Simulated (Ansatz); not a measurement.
# C2H7Sn: the cost of one run

Computed with Ansatz 0.2.0 through its Python package. Level of theory: B3LYP/def2-SVP.

## Step 1: The system

Bond lengths: C1–Sn2 2.081 Å, Sn2–C3 2.127 Å, C1–H4 1.114 Å, C1–H5 1.112 Å, C1–H6 1.166 Å, Sn2–H7 1.753 Å, C3–H8 1.057 Å, C3–H9 1.154 Å, C3–H10 1.146 Å. Angles (14 of 15 angles, heavy atoms first): C1–Sn2–C3 107.7°, C1–Sn2–H7 110.2°, C3–Sn2–H7 109.3°, Sn2–C1–H4 108.8°, Sn2–C1–H5 113.2°, Sn2–C1–H6 111.2°, Sn2–C3–H8 111.1°, Sn2–C3–H9 110.6°, Sn2–C3–H10 109.8°, H4–C1–H5 112.2°, H4–C1–H6 104.6°, H5–C1–H6 106.6°, H8–C3–H9 112.4°, H8–C3–H10 107.6°.

The script holds or builds the structure itself.

## Step 2: Script

The input, c2h7sn_opt.py:

```python
"""Minimum-energy structure of C2H7Sn."""

import itertools

import ansatz as az
from ase.data import atomic_numbers, covalent_radii
import numpy as np

params = {
    "basis_set": "def2-SVP",
    "xc": "b3lyp",
}


def main() -> None:
    geometry = (
        az.Crystal.molecule()
        .atom("C", [-1.2494, 0.9646, -0.638])
        .atom("Sn", [0.7636, 0.4511, -0.5119])
        .atom("C", [0.9729, -0.9551, 1.0707])
        .atom("H", [-1.5463, 1.4829, 0.3019])
        .atom("H", [-1.908, 0.0987, -0.866])
        .atom("H", [-1.4309, 1.7521, -1.4786])
        .atom("H", [1.2979, -0.2815, -2.0124])
        .atom("H", [0.4236, -1.836, 0.873])
        .atom("H", [0.6855, -0.4757, 2.0808])
        .atom("H", [2.0741, -1.2521, 1.1834])
    )

    model = (
        geometry.calculation()
        .basis(gaussian=params["basis_set"])
        .functional(params["xc"])
        .spin("collinear", total=1)
    )
    symbols = [site.symbol for site in geometry.cartesian_sites]
    start = np.array([site.position_ang for site in geometry.cartesian_sites], dtype=float)
    def progress(event):
        if event["event"] == "relax_step":
            row = event["data"]
            print(f"step {row['step']:3d}  E = {row['lagrangian_ev']:.6f} eV  largest force component {row['allowed_force_max_ev_ang']:.4f} eV/A")


    report = model.relax(force_tolerance=0.02).session().plan().execute(on_event=progress).report
    end = np.array(report["positions_ang"])

    print(f"E = {report['free_energy_ev']:.6f} eV = {report['free_energy_ev'] / 27.211386246:.7f} Ha")
    print("converged:", report["converged"], " doubts:", report["published_state_doubts"] or "none")

    # pairs closer than 1.2 times the sum of covalent radii, before or after
    radius = [covalent_radii[atomic_numbers[s]] for s in symbols]
    span = lambda where, i, j: np.linalg.norm(where[i] - where[j])
    bonded = [(i, j) for i, j in itertools.combinations(range(len(symbols)), 2) if min(span(start, i, j), span(end, i, j)) < 1.2 * (radius[i] + radius[j])]
    print("pair        before    after (A)")
    for i, j in bonded:
        print(f"{symbols[i]}{i}-{symbols[j]}{j}".ljust(10), f"{span(start, i, j):8.4f} {span(end, i, j):8.4f}")
    for first, second in list(itertools.combinations(bonded, 2)):
        shared = set(first) & set(second)
        if shared and symbols[(j := shared.pop())] != "H":
            i, k = sorted((set(first) | set(second)) - {j})
            u, v = end[i] - end[j], end[k] - end[j]
            angle = np.degrees(np.arccos(np.clip(u @ v / np.linalg.norm(u) / np.linalg.norm(v), -1, 1)))
            print(f"final angle {symbols[i]}{i}-{symbols[j]}{j}-{symbols[k]}{k}: {angle:.2f} deg")


if __name__ == "__main__":
    main()
```

## Step 3: The run

Started as:

```sh
$ python c2h7sn_opt.py
```

What time and memory should one allow on 1 thread of Intel Xeon Platinum 8488C (Sapphire Rapids), shared host?

About 31 s, with a peak of 0.32 GiB.
